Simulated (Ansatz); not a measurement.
**BH2O2F (SMILES OB(O)F): energies and forces away from the minimum**

How good are functionals off equilibrium? 4 randomly displaced structures are computed with CCSD(T) and cheaper methods.

Program: Ansatz 0.2.0, Gaussian basis. Level of theory: single points with forces in def2-TZVPP. These are calculated values, not measurements.

Levels: PBE-D4, r2SCAN-D4, PBE0-D4, wB97M-V, Hartree-Fock, MP2, CCSD, CCSD(T). Each coordinate is moved by a Gaussian draw of the width named (0.7 of it for atoms other than hydrogen): 0.09, 0.09, 0.09, 0.12 Å.

Cores are frozen in the correlated methods.

## 1. The starting structure

The minimum, relaxed at PBE0-D4: SMILES `OB(O)F`, 6 atoms, charge 0, spin multiplicity 1.

Atoms are counted from 1 here; the program's logs count them from 0.

Bond lengths: O1–B2 1.360 Å, O1–H5 0.960 Å, B2–O3 1.352 Å, B2–F4 1.333 Å, O3–H6 0.960 Å. Angles: B2–O1–H5 113.1°, O1–B2–O3 121.6°, O1–B2–F4 120.5°, O3–B2–F4 117.9°, B2–O3–H6 112.5°.

Geometry (Å):

```
O    -0.4775    0.9710   -0.2084
B    -0.0238   -0.3075   -0.1065
O     0.9894   -0.6352    0.7261
F    -0.5731   -1.2806   -0.8332
H    -1.1989    1.0661   -0.8343
H     1.3260    0.1222    1.2100
```

Energies of the minimum (eV), from earlier single points: PBE-D4 -7519.91721, r2SCAN-D4 -7524.38554, PBE0-D4 -7520.05472, B3LYP-D4 -7528.17526, wB97M-V -7525.86725, CCSD(T) -7515.20829.

## 2. Structure 1, width 0.09 Å

The input, ccsdt-tzvpp/in.yaml:

```yaml
crystal:
  periodic: [false, false, false]
  atoms:
    - {symbol: O, position_ang: [-0.618295, 0.914134, -0.193266]}
    - {symbol: B, position_ang: [0.042428, -0.353730, -0.130728]}
    - {symbol: O, position_ang: [0.950998, -0.687745, 0.814245]}
    - {symbol: F, position_ang: [-0.687058, -1.396416, -0.708293]}
    - {symbol: H, position_ang: [-1.124508, 1.041306, -0.814395]}
    - {symbol: H, position_ang: [1.356231, 0.102508, 1.070440]}
basis:
  gaussian: {orbitals: def2-TZVPP}
correlation: {method: ccsd_t}
output: {forces: true}
```

No record of the launch command was kept for these runs.

Output, cut to the lines that bear on the results:

```text
Functional definition: HF
  name "HF"
  cite "Fock, Z. Phys. 61, 126 (1930) doi:10.1007/BF01340294"
  parent pbe
[...]
969 factors; integrals over basis functions are off by at most 1.0e-3 eV
[...]
mean field -7490.66387308 eV, -275.2768199814 hartree, gradient 1.7e-6 eV, S^2 0.000000; 0 other end points of the search recorded, 0 dependent functions left out
4 core orbitals not correlated: weight in the atoms' cores, before any rotation towards them, 1.000 or more for the frozen orbitals, at most 0.000 for the correlated occupied ones
reference -7490.66387308 eV, -275.2768199814 hartree; 12, 12 occupied and 136, 136 virtual orbitals, 969 factors
second order -22.27162502 eV of doubles, -0.00000000 eV of singles
cycle   1  -21.96514098 eV  change    3.1e-1 eV  update   9.1e-2
[...]
cycle  10  -22.46552938 eV  change   -4.5e-6 eV  update   5.9e-6
perturbative correction -0.73485142 eV, -0.0270052915 hartree
[...]
working
working
Total energy: -7513.86425388 eV, -276.1294182500 hartree
Atom 0 at    -0.618295     0.914134    -0.193266 Å, force    10.471334    -3.444297    10.165274 eV/Å
Atom 1 at     0.042428    -0.353730    -0.130728 Å, force    -4.495407    -0.472912     0.234109 eV/Å
Atom 2 at     0.950998    -0.687745     0.814245 Å, force    -0.521078    -1.036813    -1.561088 eV/Å
Atom 3 at    -0.687058    -1.396416    -0.708293 Å, force     1.700076     1.404557     0.290616 eV/Å
Atom 4 at    -1.124508     1.041306    -0.814395 Å, force    -8.367166     1.779392   -10.233914 eV/Å
Atom 5 at     1.356231     0.102508     1.070440 Å, force     1.212241     1.770073     1.105004 eV/Å
Dipole moment:     0.173627     0.405956    -0.109444 e Å
```

Wall time 2.6 min (2 threads, shared host); peak memory 1.9 GiB.

The other levels were run on the same coordinates; their logs were not kept, and their results stand in the tables.

| method | RMS force component (eV/Å) | RMS error against CCSD(T) (eV/Å) | angle to CCSD(T) forces (°) | dipole (D) |
| --- | --- | --- | --- | --- |
| PBE-D4 | 5.020 | 0.278 | 3.0 | 2.10 |
| r2SCAN-D4 | 4.915 | 0.084 | 1.0 | 2.16 |
| PBE0-D4 | 4.934 | 0.119 | 1.4 | 2.20 |
| wB97M-V | 4.911 | 0.091 | 1.0 | 2.19 |
| CCSD(T) | 4.932 | reference | reference | 2.18 |

## 3. Structure 2, width 0.09 Å

The input, ccsdt-tzvpp/in.yaml:

```yaml
crystal:
  periodic: [false, false, false]
  atoms:
    - {symbol: O, position_ang: [-0.487349, 0.937651, -0.232597]}
    - {symbol: B, position_ang: [-0.097948, -0.219223, -0.140416]}
    - {symbol: O, position_ang: [0.965373, -0.651476, 0.752775]}
    - {symbol: F, position_ang: [-0.560378, -1.289959, -0.838170]}
    - {symbol: H, position_ang: [-1.233428, 1.044978, -0.662248]}
    - {symbol: H, position_ang: [1.204025, 0.167217, 1.273322]}
basis:
  gaussian: {orbitals: def2-TZVPP}
correlation: {method: ccsd_t}
output: {forces: true}
```

Output, cut to the lines that bear on the results:

```text
Functional definition: HF
  name "HF"
  cite "Fock, Z. Phys. 61, 126 (1930) doi:10.1007/BF01340294"
  parent pbe
[...]
969 factors; integrals over basis functions are off by at most 9.6e-4 eV
[...]
mean field -7490.95604737 eV, -275.2875571883 hartree, gradient 1.2e-6 eV, S^2 0.000000; 0 other end points of the search recorded, 0 dependent functions left out
4 core orbitals not correlated: weight in the atoms' cores, before any rotation towards them, 1.000 or more for the frozen orbitals, at most 0.000 for the correlated occupied ones
reference -7490.95604737 eV, -275.2875571883 hartree; 12, 12 occupied and 136, 136 virtual orbitals, 969 factors
second order -22.28167098 eV of doubles, -0.00000000 eV of singles
cycle   1  -21.98424326 eV  change    3.0e-1 eV  update   8.8e-2
[...]
cycle   9  -22.47961179 eV  change   -3.9e-6 eV  update   1.4e-5
perturbative correction -0.72800435 eV, -0.0267536665 hartree
[...]
working
working
Total energy: -7514.16366351 eV, -276.1404213508 hartree
Atom 0 at    -0.487349     0.937651    -0.232597 Å, force     2.575216     6.468539     2.578104 eV/Å
Atom 1 at    -0.097948    -0.219223    -0.140416 Å, force     4.950125    -9.881155     2.085716 eV/Å
Atom 2 at     0.965373    -0.651476     0.752775 Å, force    -1.406499     2.804618    -0.478435 eV/Å
Atom 3 at    -0.560378    -1.289959    -0.838170 Å, force    -0.301276     0.897169     0.016673 eV/Å
Atom 4 at    -1.233428     1.044978    -0.662248 Å, force    -5.675755     1.227645    -3.474606 eV/Å
Atom 5 at     1.204025     0.167217     1.273322 Å, force    -0.141811    -1.516815    -0.727452 eV/Å
Dipole moment:    -0.286269     0.586152    -0.005053 e Å
```

It took 2.8 min on 2 threads, shared host; peak memory 1.9 GiB.

| method | RMS force component (eV/Å) | RMS error against CCSD(T) (eV/Å) | angle to CCSD(T) forces (°) | dipole (D) |
| --- | --- | --- | --- | --- |
| PBE-D4 | 3.629 | 0.292 | 4.6 | 3.04 |
| r2SCAN-D4 | 3.581 | 0.129 | 1.6 | 3.12 |
| PBE0-D4 | 3.593 | 0.154 | 2.2 | 3.15 |
| wB97M-V | 3.603 | 0.111 | 1.5 | 3.16 |
| CCSD(T) | 3.661 | reference | reference | 3.13 |

## 4. Structure 3, width 0.09 Å

The input, ccsdt-tzvpp/in.yaml:

```yaml
crystal:
  periodic: [false, false, false]
  atoms:
    - {symbol: O, position_ang: [-0.460774, 0.993833, -0.251570]}
    - {symbol: B, position_ang: [0.021191, -0.254031, -0.065113]}
    - {symbol: O, position_ang: [0.975088, -0.619380, 0.636224]}
    - {symbol: F, position_ang: [-0.598332, -1.359618, -0.948999]}
    - {symbol: H, position_ang: [-1.176004, 1.107575, -0.670469]}
    - {symbol: H, position_ang: [1.430623, 0.210497, 1.154212]}
basis:
  gaussian: {orbitals: def2-TZVPP}
correlation: {method: ccsd_t}
output: {forces: true}
```

Output, cut to the lines that bear on the results:

```text
Functional definition: HF
  name "HF"
  cite "Fock, Z. Phys. 61, 126 (1930) doi:10.1007/BF01340294"
  parent pbe
[...]
967 factors; integrals over basis functions are off by at most 8.1e-4 eV
[...]
mean field -7490.15792774 eV, -275.2582268331 hartree, gradient 1.6e-6 eV, S^2 0.000000; 0 other end points of the search recorded, 0 dependent functions left out
4 core orbitals not correlated: weight in the atoms' cores, before any rotation towards them, 1.000 or more for the frozen orbitals, at most 0.000 for the correlated occupied ones
reference -7490.15792774 eV, -275.2582268331 hartree; 12, 12 occupied and 136, 136 virtual orbitals, 967 factors
second order -22.37147041 eV of doubles, -0.00000000 eV of singles
cycle   1  -22.02607447 eV  change    3.5e-1 eV  update   9.2e-2
[...]
cycle   9  -22.54561264 eV  change    1.8e-5 eV  update   1.3e-5
perturbative correction -0.74519672 eV, -0.0273854745 hartree
[...]
working
working
Total energy: -7513.44873710 eV, -276.1141482899 hartree
Atom 0 at    -0.460774     0.993833    -0.251570 Å, force     8.443659    -0.909196     5.449531 eV/Å
Atom 1 at     0.021191    -0.254031    -0.065113 Å, force    -6.429999    -1.472784    -6.709438 eV/Å
Atom 2 at     0.975088    -0.619380     0.636224 Å, force     6.681288     1.517875     5.773386 eV/Å
Atom 3 at    -0.598332    -1.359618    -0.948999 Å, force     1.483718     3.030447     2.554288 eV/Å
Atom 4 at    -1.176004     1.107575    -0.670469 Å, force    -8.424269     1.068696    -5.149860 eV/Å
Atom 5 at     1.430623     0.210497     1.154212 Å, force    -1.754397    -3.235039    -1.917907 eV/Å
Dipole moment:     0.112774     0.552110     0.317657 e Å
```

Wall time 2.6 min (2 threads, shared host); peak memory 1.9 GiB.

| method | RMS force component (eV/Å) | RMS error against CCSD(T) (eV/Å) | angle to CCSD(T) forces (°) | dipole (D) |
| --- | --- | --- | --- | --- |
| PBE-D4 | 4.681 | 0.300 | 3.6 | 3.01 |
| r2SCAN-D4 | 4.622 | 0.187 | 1.8 | 3.10 |
| PBE0-D4 | 4.648 | 0.195 | 2.1 | 3.14 |
| wB97M-V | 4.648 | 0.153 | 1.5 | 3.14 |
| CCSD(T) | 4.740 | reference | reference | 3.11 |

## 5. Structure 4, width 0.12 Å

The input, ccsdt-tzvpp/in.yaml:

```yaml
crystal:
  periodic: [false, false, false]
  atoms:
    - {symbol: O, position_ang: [-0.550588, 0.958900, -0.214676]}
    - {symbol: B, position_ang: [-0.074847, -0.286224, -0.066870]}
    - {symbol: O, position_ang: [0.887167, -0.647071, 0.655777]}
    - {symbol: F, position_ang: [-0.521534, -1.186595, -0.771254]}
    - {symbol: H, position_ang: [-1.182559, 0.979700, -0.720450]}
    - {symbol: H, position_ang: [1.060310, 0.212184, 1.386077]}
basis:
  gaussian: {orbitals: def2-TZVPP}
correlation: {method: ccsd_t}
output: {forces: true}
```

Output, cut to the lines that bear on the results:

```text
Functional definition: HF
  name "HF"
  cite "Fock, Z. Phys. 61, 126 (1930) doi:10.1007/BF01340294"
  parent pbe
[...]
969 factors; integrals over basis functions are off by at most 9.6e-4 eV
[...]
mean field -7489.83328549 eV, -275.2462964506 hartree, gradient 1.7e-6 eV, S^2 0.000000; 0 other end points of the search recorded, 0 dependent functions left out
4 core orbitals not correlated: weight in the atoms' cores, before any rotation towards them, 1.000 or more for the frozen orbitals, at most 0.000 for the correlated occupied ones
reference -7489.83328549 eV, -275.2462964506 hartree; 12, 12 occupied and 136, 136 virtual orbitals, 969 factors
second order -22.17371670 eV of doubles, -0.00000000 eV of singles
cycle   1  -21.93833473 eV  change    2.4e-1 eV  update   8.3e-2
[...]
cycle  10  -22.41404006 eV  change   -4.7e-6 eV  update   5.3e-6
perturbative correction -0.70893175 eV, -0.0260527612 hartree
[...]
working
working
Total energy: -7512.95625730 eV, -276.0960499913 hartree
Atom 0 at    -0.550588     0.958900    -0.214676 Å, force     9.859903     1.157613     8.661771 eV/Å
Atom 1 at    -0.074847    -0.286224    -0.066870 Å, force    -1.284271     4.087483    -0.525345 eV/Å
Atom 2 at     0.887167    -0.647071     0.655777 Å, force     5.729513     3.158223     8.099289 eV/Å
Atom 3 at    -0.521534    -1.186595    -0.771254 Å, force    -3.333191    -5.172461    -4.544353 eV/Å
Atom 4 at    -1.182559     0.979700    -0.720450 Å, force   -10.597273     0.678650    -8.463911 eV/Å
Atom 5 at     1.060310     0.212184     1.386077 Å, force    -0.374681    -3.909508    -3.227451 eV/Å
Dipole moment:    -0.123163     0.290775     0.132092 e Å
```

Wall time 3.1 min (2 threads, shared host); peak memory 1.9 GiB.

| method | RMS force component (eV/Å) | RMS error against CCSD(T) (eV/Å) | angle to CCSD(T) forces (°) | dipole (D) |
| --- | --- | --- | --- | --- |
| PBE-D4 | 5.701 | 0.251 | 2.4 | 1.59 |
| r2SCAN-D4 | 5.564 | 0.125 | 1.1 | 1.64 |
| PBE0-D4 | 5.569 | 0.168 | 1.6 | 1.67 |
| wB97M-V | 5.600 | 0.103 | 1.0 | 1.67 |
| CCSD(T) | 5.624 | reference | reference | 1.64 |

## 6. All structures together

Energy above the minimum (kJ/mol):

| structure | width (Å) | PBE-D4 | r2SCAN-D4 | PBE0-D4 | wB97M-V | Hartree-Fock | MP2 | CCSD | CCSD(T) |
| --- | --- | --- | --- | --- | --- | --- | --- | --- | --- |
| 1 | 0.09 | 130.6 | 129.7 | 130.9 | 128.9 | 126.7 | 129.7 | 130.1 | 129.7 |
| 2 | 0.09 | 101.1 | 99.1 | 99.1 | 99.8 | 98.5 | 100.6 | 100.5 | 100.8 |
| 3 | 0.09 | 159.1 | 163.2 | 165.6 | 163.7 | 175.5 | 168.9 | 171.2 | 169.8 |
| 4 | 0.12 | 222.9 | 213.5 | 212.3 | 216.9 | 206.8 | 219.3 | 215.2 | 217.3 |

Miss and cost, level by level (times from a shared host):

| method | mean energy error from CCSD(T) (kJ/mol) | mean time a point |
| --- | --- | --- |
| PBE-D4 | 4.4 | 1.4 s |
| r2SCAN-D4 | 3.0 | 2.4 s |
| PBE0-D4 | 3.0 | 2.4 s |
| wB97M-V | 2.0 | 5.1 s |
| Hartree-Fock | 5.4 | part of the CCSD(T) run |
| MP2 | 0.8 | part of the CCSD(T) run |
| CCSD | 1.0 | part of the CCSD(T) run |
| CCSD(T) | 0 | 2.8 min |

The best functional, wB97M-V, misses by 2.0 kJ/mol and takes 5.1 s a point, against 2.8 min for CCSD(T).

## 7. What came out

| quantity | value |
| --- | --- |
| energy above the minimum, CCSD(T) | 129.7, 100.8, 169.8, 217.3 kJ/mol |
| mean energy error | PBE-D4 4.4, r2SCAN-D4 3.0, PBE0-D4 3.0, wB97M-V 2.0, Hartree-Fock 5.4, MP2 0.8, CCSD 1.0 kJ/mol |
| mean RMS force error | PBE-D4 0.280, r2SCAN-D4 0.131, PBE0-D4 0.159, wB97M-V 0.115 eV/Å |
| largest T1 diagnostic | 0.013 |

What this shows: MP2 gives the best energies and Hartree-Fock the worst. For forces wB97M-V is best, off by 2 % of the typical force, and PBE-D4 worst (6 %).
